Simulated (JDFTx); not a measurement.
# AlH3 in JDFTx: a series of runs

Runs on AlH3. Level: RPBE. Tasks: solvation.

Everything below comes from runs of JDFTx 1.7.0 (patched build). Logs are shortened: lines on timing, memory, paths and dates and some standing lists are left out, and cuts for length are marked. The log counts tension as positive stress, the text compression.

### Step 1. The structure

The cell holds a molecule in a box, 4 atoms: a = 12.000 Å, b = 11.000 Å, c = 12.000 Å, α = 90.00°, β = 90.00°, γ = 90.00°.

### Step 2. Solvation, RPBE

The input, fluid.in:

```
lattice \
   22.6767134955     0.0000000000     0.0000000000 \
    0.0000000000    20.7869873709     0.0000000000 \
    0.0000000000     0.0000000000    22.6767134955
coords-type Cartesian
ion Al    11.9476045259    10.5574273512    11.5066367836 1
ion H     13.1182898601    11.8532126871    13.9419269160 1
ion H      9.3879704901     9.0131431432    11.7148847537 1
ion H     13.3378759602    10.8040366860     8.8632880316 1

ion-species pseudo/Al.upf
ion-species pseudo/H.upf
elec-cutoff 36
elec-ex-corr gga-x-rpbe gga-c-pbe
kpoint-folding 1 1 1
elec-n-bands 3
electronic-minimize nIterations 100 energyDiffThreshold 1e-06
fluid LinearPCM
pcm-variant LA12
fluid-solvent H2O
fluid-minimize nIterations 200 knormThreshold 1e-10
initial-state vacuum.$VAR
core-overlap-check none
forces-output-coords Cartesian

dump-name fluid.$VAR
dump End Ecomponents EigStats BandEigs Kpoints Forces
```

Potentials or basis: PseudoDojo-SR-PBE-0.5-standard with smoothed tails.

Command:

```console
> jdftx -c 1 -i fluid.in -o fluid.out
```

Output:

```text
*************** JDFTx 1.7.0 (patched build) ***************

Input parsed successfully to the following command list (including defaults):
[... the input with its defaults ...]

---------- Setting up symmetries ----------

Found 16 point-group symmetries of the bravais lattice
Found 1 space-group symmetries with basis
Applied RMS atom displacement 0 bohrs to make symmetries exact.

---------- Initializing the Grid ----------
R =
[      22.6767            0            0  ]
[            0       20.787            0  ]
[            0            0      22.6767  ]
unit cell volume = 10689.4
G =
[   0.277077          0          0  ]
[          0   0.302265          0  ]
[          0          0   0.277077  ]
Minimum fftbox size, Smin = [  124  116  124  ]
Chosen fftbox size, S = [  126  120  126  ]

---------- Exchange Correlation functional ----------
Initialized LibXC exchange functional 'Hammer, Hansen, and Norskov'
Initialized LibXC correlation functional 'Perdew, Burke & Ernzerhof'

---------- Setting up pseudopotentials ----------
Width of ionic core gaussian charges (only for fluid interactions / plotting) set to 0.296192

Reading pseudopotential file 'pseudo/Al.upf':
  'Al' pseudopotential, 'PBE' functional
  Generated using ONCVPSP code by D. R. Hamann
  3 valence electrons, 2 orbitals, 6 projectors, 1001 radial grid points, with lMax = 2
    3S    l: 0   occupation:  2.0   eigenvalue: -0.284914
    3P    l: 1   occupation:  1.0   eigenvalue: -0.099668
  Core radius for overlap checks: 1.74 bohrs.

Reading pseudopotential file 'pseudo/H.upf':
  'H' pseudopotential, 'PBE' functional
  Generated using ONCVPSP code by D. R. Hamann
  1 valence electrons, 1 orbitals, 3 projectors, 1001 radial grid points, with lMax = 1
    1S    l: 0   occupation:  1.0   eigenvalue: -0.238602
  Core radius for overlap checks: 0.96 bohrs.

Initialized 2 species with 4 total atoms.

Folded 1 k-points by 1x1x1 to 1 k-points.

---------- Setting up k-points, bands, fillings ----------
No reducable k-points.
Computing the number of bands and number of electrons
Calculating initial fillings.
nElectrons:   6.000000   nBands: 3   nStates: 1

----- Setting up reduced wavefunction bases (one per k-point) -----
average nbasis = 110301.000 , ideal nbasis = 110280.703

---------- Setting up ewald sum ----------
Optimum gaussian width for ewald sums = 6.975104 bohr.
Real space sum over 891 unit cells with max indices [  4  5  4  ]
Reciprocal space sum over 2197 terms with max indices [  6  6  6  ]

---------- Allocating electronic variables ----------
Reading eigenvalues from 'vacuum.eigenvals'.
Initializing wave functions:  reading from 'vacuum.wfns'
----- createFluidSolver() ----- (Fluid-side solver setup)
   Initializing fluid molecule 'H2O'
     Initializing site 'O'
       Electron density: proportional to exp(-r/0.36935)*erfc((r-0.51523)/0.36823) with norm 6.826
       Charge density: gaussian nuclear width 0.478731 with net site charge 0.826
       Polarizability: cuspless exponential with width 0.32 and norm 3.73
       Hard sphere radius: 2.57003 bohrs
       Positions in reference frame:
         [ +0.000000 +0.000000 +0.000000 ]
     Initializing site 'H'
       Electron density: proportional to exp(-r/0.34641)*erfc((r-0)/0.390882) with norm 0.587
[... 22 lines left out ...]
ElecMinimize: Iter:   1  Etot: -3.858773764383830  |grad|_K:  3.161e-04  alpha:  2.956e+00  linmin:  8.155e-02
	Linear fluid (dielectric constant: 78.4) occupying 0.947498 of unit cell:	Completed after 29 iterations at
	Linear fluid (dielectric constant: 78.4) occupying 0.953684 of unit cell:	Completed after 21 iterations at
ElecMinimize: 	Step increased Etot by 6.572702e-04, reducing alpha to 3.566425e-02.
	Linear fluid (dielectric constant: 78.4) occupying 0.954076 of unit cell:	Completed after 17 iterations at
ElecMinimize: 	Step increased Etot by 1.471738e-02, reducing alpha to 3.566425e-03.
	Linear fluid (dielectric constant: 78.4) occupying 0.954116 of unit cell:	Completed after 9 iterations at
ElecMinimize: 	Step increased Etot by 1.609160e-02, reducing alpha to 3.566425e-04.
ElecMinimize: 	Step failed to reduce Etot after 3 attempts. Quitting step.
ElecMinimize: 	Undoing step.
	Linear fluid (dielectric constant: 78.4) occupying 0.954116 of unit cell:	Completed after 0 iterations at
ElecMinimize: 	Step failed: resetting search direction.
ElecMinimize: Iter:   2  Etot: -3.842666962422977  |grad|_K:  2.490e-04  alpha:  3.566e-04
	Linear fluid (dielectric constant: 78.4) occupying 0.950796 of unit cell:	Completed after 26 iterations at
	Linear fluid (dielectric constant: 78.4) occupying 0.952277 of unit cell:	Completed after 19 iterations at
ElecMinimize: Iter:   3  Etot: -3.886641798464537  |grad|_K:  2.633e-04  alpha:  1.619e+00  linmin: -1.011e-01
	Linear fluid (dielectric constant: 78.4) occupying 0.950915 of unit cell:	Completed after 24 iterations at
	Linear fluid (dielectric constant: 78.4) occupying 0.951949 of unit cell:	Completed after 19 iterations at
ElecMinimize: Iter:   4  Etot: -3.903502738136616  |grad|_K:  2.449e-04  alpha:  4.821e-01  linmin: -8.614e-02
	Linear fluid (dielectric constant: 78.4) occupying 0.951698 of unit cell:	Completed after 22 iterations at
	Linear fluid (dielectric constant: 78.4) occupying 0.951745 of unit cell:	Completed after 12 iterations at
ElecMinimize: Iter:   5  Etot: -3.914535438591719  |grad|_K:  2.913e-04  alpha:  4.165e-01  linmin:  1.728e-02
	Linear fluid (dielectric constant: 78.4) occupying 0.950861 of unit cell:	Completed after 22 iterations at
	Linear fluid (dielectric constant: 78.4) occupying 0.951360 of unit cell:	Completed after 17 iterations at
ElecMinimize: Iter:   6  Etot: -3.920055178821436  |grad|_K:  3.371e-04  alpha:  2.002e-01  linmin: -6.390e-03
	Linear fluid (dielectric constant: 78.4) occupying 0.950556 of unit cell:	Completed after 21 iterations at
	Linear fluid (dielectric constant: 78.4) occupying 0.950663 of unit cell:	Completed after 10 iterations at
ElecMinimize: Iter:   7  Etot: -3.926926778361260  |grad|_K:  3.514e-04  alpha:  1.746e-01  linmin:  4.478e-03
	Linear fluid (dielectric constant: 78.4) occupying 0.949673 of unit cell:	Completed after 19 iterations at
	Linear fluid (dielectric constant: 78.4) occupying 0.949920 of unit cell:	Completed after 12 iterations at
ElecMinimize: Iter:   8  Etot: -3.932210023342622  |grad|_K:  3.354e-04  alpha:  1.317e-01  linmin:  1.101e-03
	Linear fluid (dielectric constant: 78.4) occupying 0.949066 of unit cell:	Completed after 16 iterations at
	Linear fluid (dielectric constant: 78.4) occupying 0.949155 of unit cell:	Completed after 4 iterations at
ElecMinimize: Iter:   9  Etot: -3.936606768348732  |grad|_K:  2.995e-04  alpha:  1.186e-01  linmin:  2.190e-03
	Linear fluid (dielectric constant: 78.4) occupying 0.948379 of unit cell:	Completed after 12 iterations at
	Linear fluid (dielectric constant: 78.4) occupying 0.948450 of unit cell:	Completed after 3 iterations at
[... 54 further cycles ...]
ElecMinimize: Iter:  64  Etot: -3.962628714696252  |grad|_K:  3.965e-06  alpha:  5.365e-01  linmin: -1.463e-01
	Linear fluid (dielectric constant: 78.4) occupying 0.945343 of unit cell:	Completed after 0 iterations at
	Linear fluid (dielectric constant: 78.4) occupying 0.945351 of unit cell:	Completed after 0 iterations at
ElecMinimize: Iter:  65  Etot: -3.962633953708472  |grad|_K:  4.094e-06  alpha:  1.213e+00  linmin:  1.048e-01
	Linear fluid (dielectric constant: 78.4) occupying 0.945359 of unit cell:	Completed after 4 iterations at
	Linear fluid (dielectric constant: 78.4) occupying 0.945354 of unit cell:	Completed after 1 iterations at
ElecMinimize: Iter:  66  Etot: -3.962634555886257  |grad|_K:  4.458e-06  alpha:  3.877e-01  linmin:  1.522e-01
	Linear fluid (dielectric constant: 78.4) occupying 0.945351 of unit cell:	Completed after 0 iterations at
	Linear fluid (dielectric constant: 78.4) occupying 0.945351 of unit cell:	Completed after 0 iterations at
ElecMinimize: Iter:  67  Etot: -3.962636487617055  |grad|_K:  3.744e-06  alpha:  5.078e-01  linmin: -1.252e-01
	Linear fluid (dielectric constant: 78.4) occupying 0.945340 of unit cell:	Completed after 1 iterations at
	Linear fluid (dielectric constant: 78.4) occupying 0.945340 of unit cell:	Completed after 0 iterations at
ElecMinimize: Iter:  68  Etot: -3.962639494690796  |grad|_K:  3.514e-06  alpha:  4.773e-01  linmin: -1.222e-01
	Linear fluid (dielectric constant: 78.4) occupying 0.945320 of unit cell:	Completed after 1 iterations at
	Linear fluid (dielectric constant: 78.4) occupying 0.945325 of unit cell:	Completed after 0 iterations at
ElecMinimize: Iter:  69  Etot: -3.962641207930961  |grad|_K:  2.981e-06  alpha:  3.681e-01  linmin: -8.632e-02
	Linear fluid (dielectric constant: 78.4) occupying 0.945310 of unit cell:	Completed after 0 iterations at
	Linear fluid (dielectric constant: 78.4) occupying 0.945294 of unit cell:	Completed after 2 iterations at
ElecMinimize: 	Step increased Etot by 2.574190e-07, reducing alpha to 7.903339e-02.
	Linear fluid (dielectric constant: 78.4) occupying 0.945322 of unit cell:	Completed after 1 iterations at
ElecMinimize: 	Step increased Etot by 7.691357e-07, reducing alpha to 7.903339e-03.
	Linear fluid (dielectric constant: 78.4) occupying 0.945324 of unit cell:	Completed after 0 iterations at
ElecMinimize: 	Step increased Etot by 7.681285e-07, reducing alpha to 7.903339e-04.
ElecMinimize: 	Step failed to reduce Etot after 3 attempts. Quitting step.
ElecMinimize: 	Undoing step.
	Linear fluid (dielectric constant: 78.4) occupying 0.945324 of unit cell:	Completed after 0 iterations at
ElecMinimize: 	Step failed: resetting search direction.
ElecMinimize: Iter:  70  Etot: -3.962640440038804  |grad|_K:  3.355e-06  alpha:  7.903e-04
	Linear fluid (dielectric constant: 78.4) occupying 0.945321 of unit cell:	Completed after 0 iterations at
ElecMinimize: 	Predicted alpha/alphaT>3.000000, increasing alphaT to 1.104443e+00.
	Linear fluid (dielectric constant: 78.4) occupying 0.945314 of unit cell:	Completed after 1 iterations at
	Linear fluid (dielectric constant: 78.4) occupying 0.945318 of unit cell:	Completed after 0 iterations at
ElecMinimize: Iter:  71  Etot: -3.962641649342570  |grad|_K:  1.951e-06  alpha:  6.849e-01  linmin:  2.260e-02
	Linear fluid (dielectric constant: 78.4) occupying 0.945306 of unit cell:	Completed after 0 iterations at
ElecMinimize: 	Predicted alpha/alphaT>3.000000, increasing alphaT to 2.054607e+00.
	Linear fluid (dielectric constant: 78.4) occupying 0.945283 of unit cell:	Completed after 1 iterations at
	Linear fluid (dielectric constant: 78.4) occupying 0.945304 of unit cell:	Completed after 0 iterations at
ElecMinimize: Iter:  72  Etot: -3.962641855729108  |grad|_K:  2.295e-06  alpha:  8.038e-01  linmin:  2.232e-01
	Linear fluid (dielectric constant: 78.4) occupying 0.945278 of unit cell:	Completed after 0 iterations at
	Linear fluid (dielectric constant: 78.4) occupying 0.945283 of unit cell:	Completed after 0 iterations at
ElecMinimize: Iter:  73  Etot: -3.962642309414422  |grad|_K:  2.054e-06  alpha:  6.554e-01  linmin: -1.266e-01
ElecMinimize: Converged (|Delta Etot|<1.000000e-06 for 2 iters).
Setting wave functions to eigenvectors of Hamiltonian

# Ionic positions in cartesian coordinates:
ion Al  11.947604525899999  10.557427351199998  11.506636783600001 1
ion H  13.118289860100003  11.853212687099999  13.941926916000002 1
ion H   9.387970490100001   9.013143143199999  11.714884753700000 1
ion H  13.337875960200000  10.804036685999998   8.863288031600000 1

# Forces in Cartesian coordinates:
force Al   0.000063359797240   0.001083334419727  -0.000409164281171 1
force H   0.017558813053282   0.019350496695348   0.036705694807434 1
force H  -0.038629447657287  -0.023382816898556   0.003219109009980 1
force H   0.020893917978771   0.003934585414154  -0.039711645448964 1

# Energy components:
   A_diel =       -0.4237450549353872
   Eewald =        1.2980234583062742
       EH =        3.4337163899343182
     Eloc =       -8.8025773420125777
      Enl =       -0.1294901821759893
      Exc =       -2.0496396799702157
 Exc_core =        0.2325334591764499
       KE =        2.4785366422627053
-------------------------------------
     Etot =       -3.9626423094144219

IonicMinimize: Iter:   0  Etot: -3.962642309414422  |grad|_K:  2.256e-02
IonicMinimize: None of the convergence criteria satisfied after 0 iterations.

#--- Lowdin population analysis ---
# oxidation-state Al +1.642
# oxidation-state H -0.518 -0.518 -0.518

Dumping 'fluid.eigStats' ...
	eMin: -0.223852 at state 0 ( [ +0.000000 +0.000000 +0.000000 ] spin 0 )
	HOMO: -0.176155 at state 0 ( [ +0.000000 +0.000000 +0.000000 ] spin 0 )
	mu  : unavailable
	LUMO: unavailable
	eMax: -0.176155 at state 0 ( [ +0.000000 +0.000000 +0.000000 ] spin 0 )
	HOMO-LUMO gap: unavailable
	Optical gap  : unavailable
Done!
[note: without ions in the liquid mu and the levels have no absolute zero]
```

Wall time 10 min (1 thread of Arm Neoverse V1, shared host); peak memory 0.54 GiB.

Results:

* Free energy: -107.8290 eV
* Largest force: 2.328 eV/Å
* Loewdin charges: Al +1.64; H -0.52 e
* Solvation energy: -4.316 eV

Forces in eV/Å, atoms in the order of the input:
```
Al   0.003  0.056 -0.021
H    0.903  0.995  1.887
H   -1.986 -1.202  0.166
H    1.074  0.202 -2.042
```

Caveat: forces may be off by hundredths of an eV/Å; forces in the liquid are good to some per cent; the liquid is a continuum model, checked here against plausible ranges alone; the potentials were made for another functional, which shifts forces and pressure.

### Step 3. Solvation, RPBE

Edit fluid.in of step 2 so:

```diff
@@ -18,3 +18,3 @@
 fluid LinearPCM
-pcm-variant LA12
+pcm-variant SoftSphere
 fluid-solvent H2O
@@ -26,2 +26,2 @@
 dump-name fluid.$VAR
-dump End Ecomponents EigStats BandEigs Kpoints Forces
+dump End Ecomponents EigStats BandEigs Kpoints Forces ElecDensity Dtot KEdensity
```

Potentials or basis: PseudoDojo-SR-PBE-0.5-standard with smoothed tails.

Command:

```console
> jdftx -c 1 -i fluid.in -o fluid.out
```

Output:

```text
*************** JDFTx 1.7.0 (patched build) ***************

Input parsed successfully to the following command list (including defaults):
[... the input with its defaults ...]

---------- Setting up symmetries ----------

Found 16 point-group symmetries of the bravais lattice
Found 1 space-group symmetries with basis
Applied RMS atom displacement 0 bohrs to make symmetries exact.

---------- Initializing the Grid ----------
R =
[      22.6767            0            0  ]
[            0       20.787            0  ]
[            0            0      22.6767  ]
unit cell volume = 10689.4
G =
[   0.277077          0          0  ]
[          0   0.302265          0  ]
[          0          0   0.277077  ]
Minimum fftbox size, Smin = [  124  116  124  ]
Chosen fftbox size, S = [  126  120  126  ]

---------- Exchange Correlation functional ----------
[... 90 lines left out ...]
ElecMinimize: Iter:   6  Etot: -3.810725295279799  |grad|_K:  1.781e-07  alpha:  1.653e+00  linmin: -1.003e-05
ElecMinimize: Converged (|Delta Etot|<1.000000e-06 for 2 iters).
Setting wave functions to eigenvectors of Hamiltonian

# Ionic positions in cartesian coordinates:
ion Al  11.947604525899999  10.557427351199998  11.506636783600001 1
ion H  13.118289860100003  11.853212687099999  13.941926916000002 1
ion H   9.387970490100001   9.013143143199999  11.714884753700000 1
ion H  13.337875960200000  10.804036685999998   8.863288031600000 1

# Forces in Cartesian coordinates:
force Al   0.000056285487351   0.000005425548550  -0.000005712157223 1
force H   0.001072571828329   0.001210673454017   0.002242678497289 1
force H  -0.002371544071597  -0.001428402939431   0.000193029442273 1
force H   0.001271128371657   0.000235057929018  -0.002424201386789 1

# Energy components:
   A_diel =       -0.0080361378724470
   Eewald =        1.2980234583062742
       EH =        3.7755929639634052
     Eloc =       -9.5651151625074569
      Enl =        0.1126027008371123
      Exc =       -2.0777525481141090
 Exc_core =        0.2325334591764499
       KE =        2.4214259709309713
-------------------------------------
     Etot =       -3.8107252952797994

IonicMinimize: Iter:   0  Etot: -3.810725295279799  |grad|_K:  1.381e-03
IonicMinimize: None of the convergence criteria satisfied after 0 iterations.

#--- Lowdin population analysis ---
# oxidation-state Al +0.835
# oxidation-state H -0.234 -0.234 -0.234

Dumping 'fluid.eigStats' ...
	eMin: -0.361912 at state 0 ( [ +0.000000 +0.000000 +0.000000 ] spin 0 )
	HOMO: -0.257387 at state 0 ( [ +0.000000 +0.000000 +0.000000 ] spin 0 )
	mu  : unavailable
	LUMO: unavailable
	eMax: -0.257387 at state 0 ( [ +0.000000 +0.000000 +0.000000 ] spin 0 )
	HOMO-LUMO gap: unavailable
	Optical gap  : unavailable
Done!
[note: without ions in the liquid mu and the levels have no absolute zero]
```

Wall time 46 s (1 thread of Arm Neoverse V1, shared host); peak memory 0.54 GiB.

What came out:

* Free energy: -103.6951 eV
* Largest force: 0.143 eV/Å
* Loewdin charges: Al +0.83; H -0.23 e
* Solvation energy: -0.182 eV

Forces on the atoms (eV/Å):
```
Al   0.003  0.000  0.000
H    0.055  0.062  0.115
H   -0.122 -0.073  0.010
H    0.065  0.012 -0.125
```

Caveat: forces may be off by hundredths of an eV/Å; forces in the liquid are good to some per cent; the liquid is a continuum model, checked here against plausible ranges alone; the potentials were made for another functional, which shifts forces and pressure.
